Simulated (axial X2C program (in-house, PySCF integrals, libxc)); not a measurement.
# TiP: EOM-IP-CCSD levels

Aim: EOM-IP-CCSD levels of TiP, with spin–orbit coupling in the Hamiltonian from the start.

Method: two-component X2C with atomic mean-field terms, Ti dyall-acv3z, P dyall-av3z; program: an in-house X2C program for linear molecules on PySCF integrals.

All values are calculated.

### 1 Set-up

File task.json:

```json
{"zs": [22, 15], "q": 0, "bas": ["dyall-acv3z", "dyall-av3z"], "r0": 2.19, "eom": "ip", "rq": -1, "thr": -2.0, "nmax": 95, "grid": [1, 0.96, 1.045, 0.92, 1.09, 1.15]}
```

Keys: zs atomic numbers; q charge; bas basis sets; r0 starting distance in Å; eom kind of EOM run; thr threshold in hartree for freezing inner shells (an s shell follows its p shell); nmax most natural virtual spinors; grid distances as factors.

Command:

```sh
> python soeom.py task.json out
```

The runs that follow: EOM-IP-CCSD at 2.147 Å.

**Question.** What will these runs give? Wanted: next root led by one particle; T1 of the reference.

As calculated:

```
                     quantity                            value
       lowest root at 2.147 Å                Ω = 1/2, 1.864 eV
next root led by one particle  Ω = 3/2, about 7050 cm⁻¹ higher
          T1 of the reference                            0.104
```

What this shows: Removing an electron from the reference determinant of TiP⁻ costs 1.86 eV and empties a spinor of 41% Ti sσ, 19% Ti dσ, 10% P pπ. The closed-shell reference lies 0.33 eV above the lowest determinant found, so these energies count from an excited configuration. Errors of 0.1 to 0.3 eV are usual at this size, and roots led by higher excitations are left out, so the list is incomplete, and low states of that kind can be missing. T1 or the largest double amplitude of the reference is raised, which lowers the reliability.
